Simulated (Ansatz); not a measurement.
# TaF3 (Pm-3m): one cell, many starting occupations (series 2), part 2 of 2

Task: map the metastable states of TaF3 (Pm-3m) by varying the start. Cell and atoms stay fixed.

Ansatz 0.2.0; DFT PBEsol+U (U_eff = 3 eV on Ta d), plane waves, PAW, no spin–orbit coupling unless a run says so.

## 4. Random orbitals: single harmonics, first filling

The input, input.yaml:

```yaml
crystal:
  lattice:
    - [3.90120059, 0.0, 0.0]
    - [0.0, 3.90120059, 0.0]
    - [0.0, 0.0, 3.90120059]
  atoms:
    - { symbol: Ta, position: [0.0, 0.0, 0.0], spin: 2.0 }
    - { symbol: F, position: [0.5, 0.0, 0.0] }
    - { symbol: F, position: [0.0, 0.5, 0.0] }
    - { symbol: F, position: [0.0, 0.0, 0.5] }
basis:
  ecutwfc: 420
  ecutrho_ratio: 4
kpoints:
  mp_grid: { grid: [5, 5, 5] }
hamiltonian:
  xc: pbesol
  hubbard:
    sites:
      - { site: 0, l: d, u_eff: 3.0, starting_ns: [{ spin: up, occupation_matrix: s0up }, { spin: down, occupation_matrix: s0down }] }
    occupation_matrices:
      s0up:
        matrix:
          - [0.02, 0.0, 0.0, 0.0, 0.0]
          - [0.0, 0.97, 0.0, 0.0, 0.0]
          - [0.0, 0.0, 0.02, 0.0, 0.0]
          - [0.0, 0.0, 0.0, 0.97, 0.0]
          - [0.0, 0.0, 0.0, 0.0, 0.02]
      s0down:
        matrix:
          - [0.02, 0.0, 0.0, 0.0, 0.0]
          - [0.0, 0.02, 0.0, 0.0, 0.0]
          - [0.0, 0.0, 0.02, 0.0, 0.0]
          - [0.0, 0.0, 0.0, 0.02, 0.0]
          - [0.0, 0.0, 0.0, 0.0, 0.02]
    ns_hold: { iters: 5 }
scf:
  occupations: { method: gaussian, width: 0.05 }
  lower_state_search: "off"
  max_iter: 150
output:
  forces: true
  stress: true
  eigenvalues: true
  populations: true
  hubbard: { sites: [{ site: 0, l: d }] }
magnetization:
  spin_polarized: true
```

The typed matrices put 0.97 on the chosen orbitals and 0.02 on the others, and are held for 5 cycles.

Run with:

```sh
$ ansatz run input.yaml --threads 2 --pin off --max-ram 3072MiB --backend cpu --events-out ev --progress --plain --runs-dir out
```

The log of the run, shortened:

```text
Warning: crystal.symmetry: narrowed to the stabiliser of the occupation matrices — unitary ops 48 → 8; lowered by the specified shell (site 0, l: d); largest admitted image defect 4.4e-16, smallest excluded 7.1e-1 — at a splitting's scale: the group the occupation matrices' own texture admits
Warning: RAYON_NUM_THREADS=2 ignored (pool sized by the plan → 2); use --threads N
Ta: projections on atomic orbitals take those of the free atom [Kr 4d10 4f14] 5s2 5p6 5d3 6s2, of charge +0.00 (hamiltonian.pseudopotentials.projection_atoms); the dataset's partial waves leave at most 6.0e-5 of an orbital's norm unspanned inside its sphere
F: projections on atomic orbitals take those of the free atom [He] 2s2 2p5, of charge +0.00 (hamiltonian.pseudopotentials.projection_atoms); the dataset's partial waves leave at most 1.6e-8 of an orbital's norm unspanned inside its sphere
[...]
Pseudopotentials: kind: paw
Pseudopotential: Ta, paw, valence charge 13, recommended cutoff 420 eV (normal), Ta.paw.azcp
Pseudopotential: F, paw, valence charge 7, recommended cutoff 420 eV (normal), F.paw.azcp
Functional definition: PBEsol
[...]
Crystal: 4 atoms, lattice volume = 59.374 Å³
[...]
WARN: hamiltonian.hubbard: on 1 of 2 specified blocks the occupation matrix of this SCF's result fails the test of the specified filling. At site 0 ↑ (sites count from 0 in the list of atoms of the cell that this SCF solves) the least filled combination of the orbitals specified full has [...]
        0.000000      25.844389       0.000000
        0.000000       0.000000      29.840830
  P = ⅓ Tr σ = 28.0536 GPa (280.536 kbar)
--- Band table (eV; the first three rows and the last of 54) ---
[... band rows left out ...]
[...]
Occupation matrices written to <dir>
--- Löwdin populations: 4 sites ---
  site symbol       q [e]    m [muB]
     0     Ta     11.6666     1.9249
     1      F      7.4087     0.0156
     2      F      7.3995    -0.0015
     3      F      7.4128     0.0234
  spilling = 0.003306 (of n_electrons = 34.000000)
--- Occupation matrices: 1 shell (run DFT+U table (all-electron-ortho-atomic); ε = 5.93e-3) ---
  Ta0 d_5D: site group Oh (m-3m)
  Ta0 d_5D up     Tr n = 2.6379  λ = 0.221 0.221 0.617 0.707 0.871  [2× z2 0.50 (Eg 1.00) Eg(1.00) | xy 1.00 (T2g 1.00) T2g(1.00) | yz 1.00 (T2g 1.00) T2g(1.00) | xz 1.00 (T2g 1.00) T2g(1.00)]
  Ta0 d_5D dn     Tr n = 0.7362  λ = 0.106 0.106 0.106 0.209 0.210  [3× xz 0.33 (T2g 1.00) T2g(1.00) | 2× z2 0.50 (Eg 1.00) Eg(1.00)]
  specified occupation → Ta0 d_5D up: matrix, ‖Δ‖_F = 1.2002, Tr Δ = -0.6379, displaced = 1.1667, d_λ = 0.7187; orbital distance = 1.4142
  specified occupation → Ta0 d_5D dn: matrix, ‖Δ‖_F = 0.3064, Tr Δ = -0.6362, displaced = 0.3181, d_λ = 0.3064; orbital distance = 0.0000
  Tr n, λ and their labels are of the run-group-symmetrised matrices; stabiliser: 8 of 96 elements of G0×{1,Θ} (closed), max defect 5.8e-16 at τ = 1.3e-3
```

Run time: 11 s. Hardware: 2 threads of Arm Neoverse N1, shared host; peak memory 0.37 GiB.

End state: no gap, pressure 28.1 GPa, moments in spheres Ta 0.76 μB, largest force component 0.00 eV/Å, 8 symmetry operations imposed. The program reports that the typed filling wasn't kept.

The shells' filling, with natural orbitals sorted by occupation:

```
         shell  channel  electrons  over 0.8  0.2 to 0.8  under 0.2
Ta 5d (atom 1)       up       2.64         1           4          0
Ta 5d (atom 1)     down       0.74         0           2          3
```

## 5. Random orbitals: fully mixed, one electron fewer

input.yaml, as its differences from that of step 4:

```diff
@@ -6,3 +6,3 @@
   atoms:
-    - { symbol: Ta, position: [0.0, 0.0, 0.0], spin: 2.0 }
+    - { symbol: Ta, position: [0.0, 0.0, 0.0], spin: 1.0 }
     - { symbol: F, position: [0.5, 0.0, 0.0] }
@@ -23,7 +23,7 @@
         matrix:
-          - [0.02, 0.0, 0.0, 0.0, 0.0]
-          - [0.0, 0.97, 0.0, 0.0, 0.0]
-          - [0.0, 0.0, 0.02, 0.0, 0.0]
-          - [0.0, 0.0, 0.0, 0.97, 0.0]
-          - [0.0, 0.0, 0.0, 0.0, 0.02]
+          - [0.09468, -0.12536, -0.10669, 0.08535, 0.17604]
+          - [-0.12536, 0.23042, 0.17908, -0.14327, -0.29549]
+          - [-0.10669, 0.17908, 0.17241, -0.12193, -0.25148]
+          - [0.08535, -0.14327, -0.12193, 0.11754, 0.20118]
+          - [0.17604, -0.29549, -0.25148, 0.20118, 0.43494]
       s0down:
```

The typed matrices are held for 5 cycles.

Run with:

```sh
$ ansatz run input.yaml --threads 2 --pin off --max-ram 3072MiB --backend cpu --events-out ev --progress --plain --runs-dir out
```

The log of the run, shortened:

```text
Warning: crystal.symmetry: narrowed to the stabiliser of the occupation matrices — unitary ops 48 → 2; lowered by the specified shell (site 0, l: d); largest admitted image defect 2.2e-16, smallest excluded 2.6e-1 — at a splitting's scale: the group the occupation matrices' own texture admits
Warning: RAYON_NUM_THREADS=2 ignored (pool sized by the plan → 2); use --threads N
Ta: projections on atomic orbitals take those of the free atom [Kr 4d10 4f14] 5s2 5p6 5d3 6s2, of charge +0.00 (hamiltonian.pseudopotentials.projection_atoms); the dataset's partial waves leave at most 6.0e-5 of an orbital's norm unspanned inside its sphere
F: projections on atomic orbitals take those of the free atom [He] 2s2 2p5, of charge +0.00 (hamiltonian.pseudopotentials.projection_atoms); the dataset's partial waves leave at most 1.6e-8 of an orbital's norm unspanned inside its sphere
[...]
[... 4 set-up lines as earlier in the session ...]
[...]
Crystal: 4 atoms, lattice volume = 59.374 Å³
[...]
WARN: hamiltonian.hubbard: on 1 of 2 specified blocks the occupation matrix of this SCF's result fails the test of the specified filling. At site 0 ↑ (sites count from 0 in the list of atoms of the cell that this SCF solves) the least filled combination of the orbitals specified full has [...]
       -0.714708      29.209580      -0.000053
       -0.000310      -0.000054      26.280782
  P = ⅓ Tr σ = 28.4053 GPa (284.053 kbar)
--- Band table (eV; the first three rows and the last of 126) ---
[... band rows left out ...]
[...]
Occupation matrices written to <dir>
--- Löwdin populations: 4 sites ---
  site symbol       q [e]    m [muB]
     0     Ta     11.6588     1.9127
     1      F      7.4133     0.0243
     2      F      7.4118     0.0214
     3      F      7.4024     0.0034
  spilling = 0.003343 (of n_electrons = 34.000000)
--- Occupation matrices: 1 shell (run DFT+U table (all-electron-ortho-atomic); ε = 3.42e-3) ---
  Ta0 d_5D: site group Oh (m-3m)
  Ta0 d_5D up     Tr n = 2.6277  λ = 0.221 0.221 0.489 0.825 0.871  [2× x2-y2 0.50 (Eg 1.00) Eg(1.00) | yz 0.58 (T2g 1.00) T2g(1.00) | xz 0.58 (T2g 1.00) T2g(1.00) | xy 1.00 (T2g 1.00) T2g(1.00)]
  Ta0 d_5D dn     Tr n = 0.7382  λ = 0.104 0.106 0.108 0.209 0.210  [3× xz 0.33 (T2g 1.00) T2g(1.00) | 2× x2-y2 0.50 (Eg 1.00) Eg(1.00)]
  specified occupation → Ta0 d_5D up: matrix, ‖Δ‖_F = 1.0987, Tr Δ = -1.5777, displaced = 1.1086, d_λ = 0.9790; orbital distance = 1.0537
  specified occupation → Ta0 d_5D dn: matrix, ‖Δ‖_F = 0.3072, Tr Δ = -0.6382, displaced = 0.3191, d_λ = 0.3072; orbital distance = 0.0000
  Tr n, λ and their labels are of the run-group-symmetrised matrices; stabiliser: 4 of 96 elements of G0×{1,Θ} (closed), max defect 1.6e-4 at τ = 7.3e-4
```

It took 31 s on 2 threads of Arm Neoverse N1, shared host; peak memory 0.46 GiB.

Result: no gap, pressure 28.4 GPa, moments in spheres Ta 0.76 μB, largest force component 0.00 eV/Å, 2 symmetry operations imposed. The program reports that the typed filling wasn't kept.

The shells' filling, with natural orbitals sorted by occupation:

```
         shell  channel  electrons  over 0.8  0.2 to 0.8  under 0.2
Ta 5d (atom 1)       up       2.63         2           3          0
Ta 5d (atom 1)     down       0.74         0           2          3
```

## 6. Random orbitals: drawn by pairs, first filling

input.yaml, as its differences from that of step 5:

```diff
@@ -6,3 +6,3 @@
   atoms:
-    - { symbol: Ta, position: [0.0, 0.0, 0.0], spin: 1.0 }
+    - { symbol: Ta, position: [0.0, 0.0, 0.0], spin: 2.0 }
     - { symbol: F, position: [0.5, 0.0, 0.0] }
@@ -23,7 +23,7 @@
         matrix:
-          - [0.09468, -0.12536, -0.10669, 0.08535, 0.17604]
-          - [-0.12536, 0.23042, 0.17908, -0.14327, -0.29549]
-          - [-0.10669, 0.17908, 0.17241, -0.12193, -0.25148]
-          - [0.08535, -0.14327, -0.12193, 0.11754, 0.20118]
-          - [0.17604, -0.29549, -0.25148, 0.20118, 0.43494]
+          - [0.25587, -0.41042, 0.0, 0.0, 0.0]
+          - [-0.41042, 0.73413, 0.0, 0.0, 0.0]
+          - [0.0, 0.0, 0.25587, -0.41042, 0.0]
+          - [0.0, 0.0, -0.41042, 0.73413, 0.0]
+          - [0.0, 0.0, 0.0, 0.0, 0.02]
       s0down:
@@ -35,3 +35,3 @@
           - [0.0, 0.0, 0.0, 0.0, 0.02]
-    ns_hold: { iters: 5 }
+    ns_hold: until_converged
 scf:
```

The typed matrices are held until the SCF converges, then released.

Run with:

```sh
$ ansatz run input.yaml --threads 2 --pin off --max-ram 3072MiB --backend cpu --events-out ev --progress --plain --runs-dir out
```

The log of the run, shortened:

```text
Warning: crystal.symmetry: narrowed to the stabiliser of the occupation matrices — unitary ops 48 → 2; lowered by the specified shell (site 0, l: d); largest admitted image defect 2.2e-16, smallest excluded 4.1e-1 — at a splitting's scale: the group the occupation matrices' own texture admits
Warning: RAYON_NUM_THREADS=2 ignored (pool sized by the plan → 2); use --threads N
Ta: projections on atomic orbitals take those of the free atom [Kr 4d10 4f14] 5s2 5p6 5d3 6s2, of charge +0.00 (hamiltonian.pseudopotentials.projection_atoms); the dataset's partial waves leave at most 6.0e-5 of an orbital's norm unspanned inside its sphere
F: projections on atomic orbitals take those of the free atom [He] 2s2 2p5, of charge +0.00 (hamiltonian.pseudopotentials.projection_atoms); the dataset's partial waves leave at most 1.6e-8 of an orbital's norm unspanned inside its sphere
[...]
[... 4 set-up lines as earlier in the session ...]
[...]
Crystal: 4 atoms, lattice volume = 59.374 Å³
[...]
WARN: hamiltonian.hubbard: on 1 of 2 specified blocks the occupation matrix of this SCF's result fails the test of the specified filling. At site 0 ↑ (sites count from 0 in the list of atoms of the cell that this SCF solves) the least filled combination of the orbitals specified full has [...]
       -0.079812      26.873821      -0.323491
        0.324258      -0.323488      32.003637
  P = ⅓ Tr σ = 28.5841 GPa (285.841 kbar)
--- Band table (eV; the first three rows and the last of 126) ---
[... band rows left out ...]
[...]
Occupation matrices written to <dir>
--- Löwdin populations: 4 sites ---
  site symbol       q [e]    m [muB]
     0     Ta     11.6526     1.9044
     1      F      7.4053     0.0083
     2      F      7.4053     0.0083
     3      F      7.4210     0.0389
  spilling = 0.003406 (of n_electrons = 34.000000)
--- Occupation matrices: 1 shell (run DFT+U table (all-electron-ortho-atomic); ε = 8.57e-3) ---
  Ta0 d_5D: site group Oh (m-3m)
  Ta0 d_5D up     Tr n = 2.6202  λ = 0.221 0.221 0.453 0.858 0.867  [2× z2 0.50 (Eg 1.00) Eg(1.00) | xy 0.93 (T2g 1.00) T2g(1.00) | yz 0.47 (T2g 1.00) T2g(1.00) | xz 0.50 (T2g 1.00) T2g(1.00)]
  Ta0 d_5D dn     Tr n = 0.7392  λ = 0.105 0.106 0.108 0.209 0.211  [3× xy 0.33 (T2g 1.00) T2g(1.00) | 2× z2 0.50 (Eg 1.00) Eg(1.00)]
  specified occupation → Ta0 d_5D up: matrix, ‖Δ‖_F = 1.2349, Tr Δ = -0.6202, displaced = 1.3340, d_λ = 0.5396; orbital distance = 1.4323
  specified occupation → Ta0 d_5D dn: matrix, ‖Δ‖_F = 0.3075, Tr Δ = -0.6392, displaced = 0.3196, d_λ = 0.3075; orbital distance = 0.0000
  Tr n, λ and their labels are of the run-group-symmetrised matrices; stabiliser: 4 of 96 elements of G0×{1,Θ} (closed), max defect 4.0e-4 at τ = 1.8e-3
```

Run time: 51 s. Hardware: 2 threads of Arm Neoverse N1, shared host; peak memory 0.46 GiB.

End state: no gap, pressure 28.6 GPa, moments in spheres Ta 0.76; F 0.05 μB, largest force component 0.00 eV/Å, 2 symmetry operations imposed. The program reports that the typed filling wasn't kept.

The shells' filling, with natural orbitals sorted by occupation:

```
         shell  channel  electrons  over 0.8  0.2 to 0.8  under 0.2
Ta 5d (atom 1)       up       2.62         2           3          0
Ta 5d (atom 1)     down       0.74         0           2          3
```

## 7. All runs side by side

This closing draws on all 2 parts.

Energies count from the lowest free state and have the smearing extrapolated to zero.

| start | energy (meV/atom) | gap (eV) | pressure (GPa) | largest moment (μB) | SCF cycles | time |
| --- | --- | --- | --- | --- | --- | --- |
| from atoms, default search (earlier series) | 0.0 | metal | 28.5 | 0.76 | 37 | 1.7 min |
| random orbitals: fully mixed, one electron fewer | 0.4 | metal | 28.4 | 0.76 | 33 | 31 s |
| random orbitals: drawn by pairs, first filling | 1.6 | metal | 28.6 | 0.76 | 46 | 51 s |
| random orbitals: fully mixed, first filling | 1.7 | metal | 28.6 | 0.76 | 55 | 58 s |
| random orbitals: single harmonics, first filling | 2.9 | metal | 28.1 | 0.76 | 23 | 11 s |
| random orbitals: single harmonics, second filling | 2.9 | metal | 28.1 | 0.76 | 31 | 16 s |

The 6 free runs end at 3 energies more than 1 meV/atom apart (states closer than that can still differ), spread over 3 meV/atom; the lowest came from «from atoms, default search (earlier series)» and 1 more start. The run with the program's default settings reaches the lowest one found. The lowest state found need not be the ground state, and the geometry wasn't relaxed for any of them. Spin–orbit coupling is left out.
